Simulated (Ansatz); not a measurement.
This script drives Ansatz's Python interface.

`formation_vos.py`
```python
# -*- coding: utf-8 -*-
'''Heat of formation of VOs at zero temperature, after relaxing cells and atoms.'''

from collections import Counter
import warnings

import ansatz as az
import numpy as np

POLARISED = {'VOs', 'V'}


def compute(name, crystal):
    calc = crystal.calculation()
    calc = calc.functional('pbesol')
    calc = calc.basis(470)
    calc = calc.kpoints(spacing=0.14)
    calc = calc.occupations('fermi_dirac', width=0.1)
    calc = calc.stress()
    if name in POLARISED:
        calc = calc.spin('collinear')
    calc = calc.relax(force_tolerance=0.02, max_steps=60, cell=True)
    return calc.run(threads=1, pin='off')


def counts(outcome):
    return Counter(site.symbol for site in outcome.lattice.sites)

def formation_energy(outcome, mu):
    n = counts(outcome)
    return (outcome.report['energy_sigma0_ev'] - sum(k * mu[element] for element, k in n.items())) / sum(n.values())


def volume_per_atom(outcome):
    return abs(np.linalg.det(outcome.lattice.cell_ang)) / len(outcome.lattice.sites)

warnings.simplefilter('ignore', az.DeckWarning)

phases = {}
vos = (
    az.Lattice.cubic(3.016574)
    .space_group(221)
    .atom('V', (0.0, 0.0, 0.0))
    .atom('Os', (0.5, 0.5, 0.5))
    .moments(V=1.5)
)
phases['VOs'] = vos
v = (
    az.Lattice.from_parameters(2.622931, 2.622931, 2.622931, alpha=109.47122, beta=109.47122, gamma=109.47122)
    .atom('V', (0.0, 0.0, 0.0))
    .moments(V=1.5)
)
phases['V'] = v
os_cell = (
    az.Lattice.of((2.7341, 0.0, 0.0), (-1.36705, 2.3678, 0.0), (0.0, 0.0, 4.3197))
    .atom('Os', (1 / 3, 2 / 3, 0.25))
    .atom('Os', (2 / 3, 1 / 3, 0.75))
)
phases['Os'] = os_cell

done = {name: compute(name, crystal) for name, crystal in phases.items()}

# chemical potentials of the elements at zero temperature
references = {'V': 'V', 'Os': 'Os'}
mu = {element: done[name].report['energy_sigma0_ev'] / len(done[name].lattice.sites) for element, name in references.items()}

target = done['VOs']
heat = formation_energy(target, mu)
rows = [(name, len(o.lattice.sites), volume_per_atom(o), formation_energy(o, mu)) for name, o in done.items()]
print('     phase       atoms  V (A^3/atom)  E_form (eV/atom)')
for row in rows:
    print(f'{str(row[0]):>10}  {row[1]:10d}  {row[2]:12.3f}  {row[3]:16.4f}')
```

It is started by `python formation_vos.py`. Estimate its wall time and peak memory on 1 thread of Arm Neoverse V1, on a shared host.

It took about 2.4 min, with a peak of 0.45 GiB, for 3 runs of the engine.

`python formation_vos.py` gives:
```text
RunWarning: the starting moments were not kept: the SCF closed with an absolute magnetisation of 1.1e-5 μB, where they sum to 1.5 μB in size (1 site). That is at most 0.1 of that sum. Measured as [...]
     phase       atoms  V (A^3/atom)  E_form (eV/atom)
       VOs           2        13.351           -0.2179
         V           1        12.969            0.0000
        Os           2        13.894            0.0000
```
(Warnings from the package without file and line, shortened, repeats left out.)

Reading the output:
- The SCF didn't keep the moments it started from (some shrank, vanished or turned); what is printed is the state reached.
- Spin-orbit coupling, which matters for elements this heavy, is left out.
- The cells come from databases of deposited and of computed structures, and not all need be stable phases.
- The compound is the structure given, not necessarily its lowest; energies are at zero temperature, with no correction for gases. Magnetic phases start from parallel moments and may not end in their lowest magnetic state. A semilocal functional's error on such energies is often 0.05 to 0.1 eV an atom, and 0.1 to 0.3 eV against gases such as O2 or F2.
- The script silences the warnings on its input, which a real study should read.
